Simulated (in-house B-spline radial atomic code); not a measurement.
# Ho³⁶⁺: excited configurations

How much energy does it take to promote electrons of Ho³⁶⁺ to other shells? Each configuration is solved by itself and compared with the reference.

Program: in-house B-spline radial atomic code version 1. Level of theory: Dirac-Hartree-Fock, average of configuration, Fermi nucleus, basis-set limit. These are calculated values, not measurements, unless marked.

## 1. The atom as given

- element: holmium (Z = 67)
- charge: +36
- electrons: 31
- configuration: [Ar] 3d10 4s2 4p1
- Hamiltonian: Dirac-Coulomb
- nucleus: Fermi, rms radius 5.202 fm

Outer shells as boxes (Hund's rule):

[Ar] 3d10 4s2 4p1
```
[Ar] core
3d [↑↓][↑↓][↑↓][↑↓][↑↓]
4s [↑↓]
4p [↑ ][  ][  ]
```

The boxes draw the filling by Hund's rule, which heavy ions in jj coupling don't follow; these runs average over all states of the configuration.

The run's settings:

```ini
Z = 67
electrons = 31.0
configuration = [Ar] 3d10 4s2 4p1
hamiltonian = dirac
method = hf
spin_polarised = False
nucleus = fermi
rms_radius = 5.2022
mass_number = 165
atomic_mass = 164.930329116
speed_of_light = 137.035999084
```

From the earlier run of the reference: total energy -11861.410639 hartree. Levels, eight at most:

```
orbital  occupation  energy (eV)  <r> (bohr)
  3s1/2           2     -3608.71      0.2250
  3p1/2           2     -3402.14      0.2151
  3p3/2           4     -3212.21      0.2274
  3d3/2           4     -2872.67      0.2002
  3d5/2           6     -2831.26      0.2040
  4s1/2           2     -1675.66      0.4581
  4p1/2    0.333333     -1599.63      0.4559
  4p3/2    0.666667     -1541.22      0.4736
```

## 2. [Ne] 3s2 3p5 3d9 4s2 4p1 5p1 5f1

The run's settings:

```ini
Z = 67
electrons = 31.0
configuration = [Ne] 3s2 3p5 3d9 4s2 4p1 5p1 5f1
hamiltonian = dirac
method = hf
spin_polarised = False
nucleus = fermi
rms_radius = 5.2022
mass_number = 165
atomic_mass = 164.930329116
speed_of_light = 137.035999084
```

## 3. [Ne] 3s2 3p5 3d10 4s2 5p1 5g1

The settings differ from step 2 so:

```diff
@@ -2,3 +2,3 @@
 electrons = 31.0
-configuration = [Ne] 3s2 3p5 3d9 4s2 4p1 5p1 5f1
+configuration = [Ne] 3s2 3p5 3d10 4s2 5p1 5g1
 hamiltonian = dirac
```

**Question.** How far above the reference does each configuration lie (order and size, in eV)?

As calculated:

| net move | configuration | energy above the reference (eV) | with Breit, QED, recoil (eV) | largest <r> (bohr) |
| --- | --- | --- | --- | --- |
| 3p, 4p → 5g, 5p | [Ne] 3s2 3p5 3d10 4s2 5p1 5g1 | 3163.88 | 3158.57 | 0.795 |
| 3d, 3p → 5f, 5p | [Ne] 3s2 3p5 3d9 4s2 4p1 5p1 5f1 | 4435.70 | 4429.81 | 0.830 |

**Reading.** The energies run from 3163.88 eV (3p, 4p → 5g, 5p) to 4435.70 eV (3d, 3p → 5f, 5p). Koopmans' estimate of the ionisation threshold is 1541.22 eV; 2 configurations exceed it by over 2 % and could autoionise. Two partly filled shells share a symmetry and can mix in the average, which may lower the energy, for: 3p, 4p → 5g, 5p; 3d, 3p → 5f, 5p. These are averages over configurations, without correlation, not spectroscopic levels.
